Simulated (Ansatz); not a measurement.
# TiNi3C: the cost of one run

Program: Ansatz 0.2.0. Level of theory: DFT PBE, scalar-relativistic, plane waves, PAW. These are calculated values, not measurements.

**1. The system as given**

It takes space group P4mm (No. 99, tetragonal). Conventional cell: a = 3.518 Å, b = 3.518 Å, c = 3.562 Å, α = 90.00°, β = 90.00°, γ = 90.00°. Around Ti (site symmetry 4mm) lie 12 Ni at 2.47 to 2.54 Å. Ni (site symmetry 4mm) is surrounded by 2 C at 1.64 to 1.92 Å. Ni (site symmetry 2mm) is surrounded by 2 C at 1.76 Å. C (site symmetry 4mm) has 6 Ni at 1.64 to 1.92 Å in its first shell of neighbours.

Structure file:

```xyz
5
Lattice="3.5178 0.0000 0.0000 0.0000 3.5178 0.0000 0.0000 0.0000 3.5618" Properties=species:S:1:pos:R:3 pbc="T T T"
Ti    0.0000    0.0000    0.0000
Ni    1.7589    1.7589    3.4728
Ni    0.0000    1.7589    1.7275
Ni    1.7589    0.0000    1.7275
C     1.7589    1.7589    1.8343
```

(A quick probe on a coarse mesh, which set the mesh and smearing, is not shown.)

**3. Rough relaxation on the coarse mesh**

Input file input.yaml:

```yaml
crystal:
  lattice:
    - [3.5177549324, 0.0, 0.0]
    - [0.0, 3.5177549324, 0.0]
    - [0.0, 0.0, 3.5618370744]
  atoms:
    - { symbol: Ti, position: [0.0, 0.0, 0.0] }
    - { symbol: Ni, position: [0.5, 0.5, 0.975] }
    - { symbol: Ni, position: [0.0, 0.5, 0.485] }
    - { symbol: Ni, position: [0.5, 0.0, 0.485] }
    - { symbol: C, position: [0.5, 0.5, 0.515] }
basis:
  ecutwfc: 420
kpoints:
  mp_grid: { grid: [6, 6, 6] }
hamiltonian:
  xc: pbe
scf:
  occupations: { method: gaussian, width: 0.1 }
  lower_state_search: "off"
output:
  forces: true
  stress: true
  eigenvalues: true
relax:
  adjacent_minimum: "off"
  f_tol: 0.04
  max_steps: 70
  cell: { stress_tol: 0.4 }
```

Command:

```console
$ ansatz run input.yaml --threads 1 --pin off --max-ram 2560MiB --backend cpu --events-out ev --progress --plain --runs-dir out
```

What time and memory should one allow on 1 thread of Arm Neoverse V1, shared host?

About 3.1 min, with a peak of 0.31 GiB.
